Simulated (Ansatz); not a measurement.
# Ga2Cu: the cost of one run

Method: DFT PBEsol, scalar-relativistic, in Ansatz 0.2.0.

## (1) The structure to begin with

Symmetry: P4/mmm, No. 123, tetragonal system. The conventional cell has a = 2.830 Å, b = 2.830 Å, c = 5.839 Å, α = 90.00°, β = 90.00°, γ = 90.00°. Ga (site symmetry 4mm) is surrounded by 1 Ga at 2.39 Å and 4 Cu at 2.64 Å. Cu (site symmetry 4/mmm) is surrounded by 8 Ga at 2.64 Å and 4 Cu at 2.83 Å.

Structure file:

```cif
data_structure
_symmetry_space_group_name_H-M 'P4/mmm'
_symmetry_Int_Tables_number 123
_cell_length_a 2.8300
_cell_length_b 2.8300
_cell_length_c 5.8390
_cell_angle_alpha 90.000
_cell_angle_beta 90.000
_cell_angle_gamma 90.000
_cell_volume 46.76
loop_
_atom_site_label
_atom_site_type_symbol
_atom_site_symmetry_multiplicity
_atom_site_Wyckoff_symbol
_atom_site_fract_x
_atom_site_fract_y
_atom_site_fract_z
_atom_site_occupancy
Ga1 Ga 2 h 0.50000 0.50000 0.29500 1
Cu1 Cu 1 a 0.00000 0.00000 0.00000 1
```

The file gives the conventional cell by its symmetry; the runs use the cell typed in the input.

Atoms are numbered in the order of the input: Ga1, Ga2, Cu3.

## (2) Volume × 0.94, LAPW

Contents of input.yaml:

```yaml
crystal:
  lattice:
    - [2.7722286877, 0.0, 0.0]
    - [0.0, 2.7722286877, 0.0]
    - [0.0, 0.0, 5.7198032888]
  atoms:
    - { symbol: Ga, position: [0.5, 0.5, 0.295] }
    - { symbol: Ga, position: [0.5, 0.5, 0.705] }
    - { symbol: Cu, position: [0.0, 0.0, 0.0] }
kpoints:
  mp_grid: { grid: [14, 14, 7] }
  band_path:
    path:
      - [0.0, 0.0, 0.0]
      - [0.0, 0.5, 0.0]
      - [0.5, 0.5, 0.0]
      - [0.0, 0.0, 0.0]
      - [0.0, 0.0, 0.5]
      - [0.0, 0.5, 0.5]
      - [0.5, 0.5, 0.5]
      - [0.0, 0.0, 0.5]
      - [0.0, 0.5, 0.0]
    npoints: 5
scf:
  occupations: { method: fermi_dirac, width: 0.08 }
hamiltonian:
  xc: pbesol
  pseudopotentials: { kind: all_electron, lapw: { basis_error: 0.001 } }
output:
  forces: true
  stress: true
  eigenvalues: true
```

The run is started by

```bash
$ ansatz run input.yaml --threads 1 --pin off --max-ram 4096MiB --backend cpu --events-out ev --progress --plain --runs-dir out
```

Q: Estimate wall time and peak memory on 1 thread of Arm Neoverse V1, shared host.

About 1.7 min, with a peak of 0.84 GiB.
